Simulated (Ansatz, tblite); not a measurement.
# The cluster La₂F₆: one state, many levels

One table from this session's results is given with a row withheld; the runs are named, their logs left out.

Program: Ansatz 0.2.0, Gaussian basis. Level of theory: as each input shows. These are calculated values, not measurements.

Plan: GFN1-xTB, GFN2-xTB, PBE-D4/def2-TZVP, r2SCAN-D4/def2-TZVP, HF/def2-TZVP, CAM-B3LYP-D4/def2-TZVP, BLYP-D4/def2-TZVP, PBE-D4/def2-SVP, PBE0-D4/def2-SVP, CCSD(T)/def2-SVP, MP2/def2-TZVP.

5 further runs of the same task are left out: 5 set aside as unsound or not needed. Runs told in other sessions of the task aren't counted.

## The relaxed structure

The singlet was relaxed beforehand with PBE0-D4/def2-SVP. At that level it is the lowest of the isomers that a small search found.

8 atoms, charge 0, spin multiplicity 1.

Bond lengths: La1–F3 2.352 Å, La1–F4 2.353 Å, La1–F5 2.137 Å, La1–F7 2.137 Å, La2–F3 2.353 Å, La2–F4 2.352 Å, La2–F6 2.137 Å, La2–F8 2.137 Å. Angles: F3–La1–F4 70.6°, F3–La1–F5 115.2°, F3–La1–F7 115.6°, F4–La1–F5 115.5°, F4–La1–F7 115.4°, F5–La1–F7 116.5°, F3–La2–F4 70.6°, F3–La2–F6 115.4°, F3–La2–F8 115.5°, F4–La2–F6 115.6°, F4–La2–F8 115.2°, F6–La2–F8 116.5°, La1–F3–La2 109.4°, La1–F4–La2 109.4°.

La takes a core potential in the def2 sets. No spin-orbit coupling is included.

PBE0-D4/def2-TZVP was run before; its log isn't repeated, and its numbers join the tables.

Set-up of the first run:

Tight binding, by tblite at 300 K electronic temperature and without a spin-polarisation term:

```python
tblite.interface.Calculator('GFN1-xTB', numbers, positions, charge=0, uhf=0).singlepoint()
```

Tight binding, by tblite at 300 K electronic temperature and without a spin-polarisation term:

```python
tblite.interface.Calculator('GFN2-xTB', numbers, positions, charge=0, uhf=0).singlepoint()
```

start.molden holds the orbitals of an earlier run on this state, given as this run's starting guess.

in.yaml reads:

```yaml
crystal:
  periodic: [false, false, false]
  atoms:
    - {symbol: La, position_ang: [1.835603, 0.236535, -0.512824]}
    - {symbol: La, position_ang: [-1.836413, -0.234534, 0.510651]}
    - {symbol: F, position_ang: [0.131478, 0.986682, 0.924684]}
    - {symbol: F, position_ang: [-0.136589, -0.974093, -0.937427]}
    - {symbol: F, position_ang: [3.404919, -0.862903, 0.433893]}
    - {symbol: F, position_ang: [-3.421860, 0.864144, -0.409636]}
    - {symbol: F, position_ang: [2.420278, 1.605343, -2.046505]}
    - {symbol: F, position_ang: [-2.397405, -1.621174, 2.037173]}
basis:
  gaussian: {orbitals: def2-TZVP, initial_orbitals: start.molden}
hamiltonian: {xc: pbe, dispersion: d4}
scf: {omitted_lower_state_checks: [starts]}
output: {forces: true, orbitals: {seedname: orbitals}}
```

Started as:

```sh
$ ansatz run in.yaml --threads 4 --pin off --events-out ev --progress --plain --max-ram 4787MiB
```

Steps of the session up to this table: PBE-D4/def2-TZVP; r2SCAN-D4/def2-TZVP; HF/def2-TZVP; CAM-B3LYP-D4/def2-TZVP; BLYP-D4/def2-TZVP; PBE-D4/def2-SVP; PBE0-D4/def2-SVP; CCSD(T)/def2-SVP; MP2/def2-TZVP.

One table of the session follows, with a row left open; its other results are not shown here.

It belongs to the step «Levels side by side». 

```
                 level  HOMO (eV)  LUMO (eV)  gap (eV)
          HF/def2-TZVP          ?          ?         ?
       PBE-D4/def2-SVP      -8.04      -2.31      5.73
      PBE-D4/def2-TZVP      -8.31      -2.43      5.88
     BLYP-D4/def2-TZVP      -8.24      -2.44      5.80
   r2SCAN-D4/def2-TZVP      -8.70      -1.97      6.73
      PBE0-D4/def2-SVP      -9.96      -1.62      8.34
     PBE0-D4/def2-TZVP     -10.19      -1.72      8.47
CAM-B3LYP-D4/def2-TZVP     -11.71      -1.06     10.65
```

Q: Estimate the row for HF/def2-TZVP from the others.

The run gave: HOMO (eV): -15.10; LUMO (eV): 0.35; gap (eV): 15.44. In the column «HOMO (eV)» it is the lowest.
